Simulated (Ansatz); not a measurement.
I need a rigid torsion scan of B2Cl2H3 (charge -1), SMILES [BH3-]B(Cl)Cl. Use Ansatz 0.2.0, Python API. Settings (for the species named): CAM-B3LYP, cc-pVDZ basis, multiplicity 1.

```yaml
atoms:
  - { symbol: B, position_ang: [-0.7878, -0.1769, -0.0020] }
  - { symbol: B, position_ang: [0.8397, 0.1854, 0.0019] }
  - { symbol: Cl, position_ang: [2.0911, -1.1623, -0.1253] }
  - { symbol: Cl, position_ang: [1.3899, 1.9393, 0.1337] }
  - { symbol: H, position_ang: [-1.2812, 0.2071, 1.0118] }
  - { symbol: H, position_ang: [-0.9405, -1.3547, -0.0939] }
  - { symbol: H, position_ang: [-1.3111, 0.3621, -0.9262] }
```

`b2cl2h3_torsion.py`:
```python
'''Rigid torsion scan of B2Cl2H3(-).'''

import logging
import sys
import warnings

import ansatz as az
from ase import Atoms

logging.basicConfig(stream=sys.stdout, format='%(name)s: %(message)s')
logger = logging.getLogger('calc')
logger.setLevel(logging.INFO)

BASIS = 'cc-pVDZ'
FUNCTIONAL = 'cam_b3lyp'
CHARGE = -1
FMAX = 0.02

warnings.simplefilter('ignore', az.DeckWarning)

atoms = Atoms(['B', 'B', 'Cl', 'Cl', 'H', 'H', 'H'], positions=[
    (-0.7878, -0.1769, -0.002),
    (0.8397, 0.1854, 0.0019),
    (2.0911, -1.1623, -0.1253),
    (1.3899, 1.9393, 0.1337),
    (-1.2812, 0.2071, 1.0118),
    (-0.9405, -1.3547, -0.0939),
    (-1.3111, 0.3621, -0.9262),
])

# relax first, so that the scan starts from a minimum
first = (
    az.Crystal.molecule_from_ase(atoms).calculation()
    .basis(gaussian=BASIS)
    .functional(FUNCTIONAL)
    .charge(CHARGE)
    .relax(force_tolerance=FMAX, max_steps=80)
)
atoms.positions = first.run(threads=1).report['positions_ang']

start = atoms.get_dihedral(4, 0, 1, 2)
energies = {}
for turn in range(0, 360, 30):
    turned = atoms.copy()
    turned.set_dihedral(4, 0, 1, 2, start + turn, indices=[1, 2, 3])
    calc = az.Crystal.molecule_from_ase(turned).calculation()
    calc = calc.basis(gaussian=BASIS)
    calc = calc.functional(FUNCTIONAL)
    calc = calc.charge(CHARGE)
    energies[round((start + turn) % 360)] = calc.run(threads=1).report['free_energy_ev']
floor = min(energies.values())
logger.info('dihedral H4-B0-B1-Cl2 (deg)   E - E(min) (kcal/mol)')
for angle, e in sorted(energies.items()):
    logger.info(f'{angle:8d} {23.060548 * (e - floor):14.3f}  ' + '#' * int(30 * (e - floor) / max(max(energies.values()) - floor, 1e-9)))
```

```console
$ python b2cl2h3_torsion.py
calc: dihedral H4-B0-B1-Cl2 (deg)   E - E(min) (kcal/mol)
calc:        3          0.882  ######################
calc:       33          1.183  #############################
calc:       63          0.937  #######################
calc:       93          0.331  ########
calc:      123          0.000
calc:      153          0.331  ########
calc:      183          0.937  #######################
calc:      213          1.183  ##############################
calc:      243          0.882  ######################
calc:      273          0.402  ##########
calc:      303          0.176  ####
calc:      333          0.401  ##########
```

Notes:
- The scan is rigid and the energies are electronic, in a modest basis. With rigid groups the curve can differ much from the relaxed path, the start wasn't checked as a minimum of this torsion, and equivalent turns needn't return to the same energy.
- Anions want diffuse functions, which this basis lacks.
- Hardware and time: 50 s on 1 thread of Arm Neoverse V2, on a shared host, peak memory 0.26 GiB.
